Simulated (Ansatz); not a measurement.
# ZnHBr: ionisation energy by level of theory

The task here is to estimate one member of a computed series from the others.

Computed with Ansatz 0.2.0, Gaussian basis. Level: unrestricted cation, the program's frozen cores in correlated methods.

Plan: UKS PBE-D4/def2-TZVPP; UKS r2SCAN-D4/def2-TZVPP; UKS PBE0-D4/def2-TZVPP; UKS B3LYP-D4/def2-TZVPP; UKS wB97X-V/def2-TZVPP; UKS wB97M-V/def2-TZVPP; UKS B2PLYP/def2-TZVPP; UHF-CCSD(T)/def2-TZVPP; UHF-MP2/def2-QZVPP; extrapolation to the limit; then −ε(HOMO) from the neutral's earlier runs with LDA (SPW92), PBE-D4, revPBE-D4, BLYP-D4, r2SCAN-D4, B97M-V, PBE0-D4, B3LYP-D4, r2SCANh-D4, r2SCAN0-D4, HSE06-D4, BHLYP-D4, CAM-B3LYP-D4, LC-ωPBE, ωB97X-V, ωB97M-V.

**The geometry**

All runs share one geometry, relaxed beforehand with PBE0-D4 in a triple-zeta def2 set.

SMILES `[ZnH][Br]`, 3 atoms, charge 0, spin multiplicity 1.

Atoms are counted from 1 here; the program's logs count them from 0.

Bond lengths: Zn1–Br2 2.242 Å, Zn1–H3 1.524 Å. Angles: Br2–Zn1–H3 180.0°.

The first run:

Contents of in.yaml:

```yaml
crystal:
  periodic: [false, false, false]
  atoms:
    - {symbol: Zn, position_ang: [-0.193831, -0.111347, -0.118164]}
    - {symbol: Br, position_ang: [1.589439, 0.729856, 0.948465]}
    - {symbol: H, position_ang: [-1.406508, -0.683309, -0.843501]}
basis:
  gaussian: {orbitals: def2-TZVPP}
total_charge: 1
magnetization: {spin_polarized: true, initial_magnetization: 1}
hamiltonian: {xc: pbe, dispersion: d4}
```

Steps of the session up to this table: Cation, UKS PBE-D4/def2-TZVPP; Cation, UKS r2SCAN-D4/def2-TZVPP; Cation, UKS PBE0-D4/def2-TZVPP; Cation, UKS B3LYP-D4/def2-TZVPP; Cation, UKS wB97X-V/def2-TZVPP; Cation, UKS wB97M-V/def2-TZVPP; Cation, UKS B2PLYP (frozen core)/def2-TZVPP; Cation, UHF-CCSD(T)/def2-TZVPP; Cation, UHF-MP2/def2-QZVPP.

One table of the session follows, with a row left open; its other results are not shown here.

It belongs to the step «Ionisation energies side by side». For comparison, −ε(HOMO) of the neutral from earlier runs:

```
  functional  −ε(HOMO) (eV)
 LDA (SPW92)           7.29
      PBE-D4           7.12
   revPBE-D4           7.07
     BLYP-D4           6.95
   r2SCAN-D4           7.44
      B97M-V           7.48
     PBE0-D4           8.36
    B3LYP-D4           8.10
  r2SCANh-D4           7.89
  r2SCAN0-D4           8.57
    HSE06-D4           7.96
    BHLYP-D4           9.44
CAM-B3LYP-D4           9.68
     LC-ωPBE          11.09
     ωB97X-V              ?
     ωB97M-V          10.58
```

Q: Estimate the row for ωB97X-V from the others.

As computed: −ε(HOMO) (eV): 10.72. In the column «−ε(HOMO) (eV)» it lies between ωB97M-V (10.58) and LC-ωPBE (11.09).
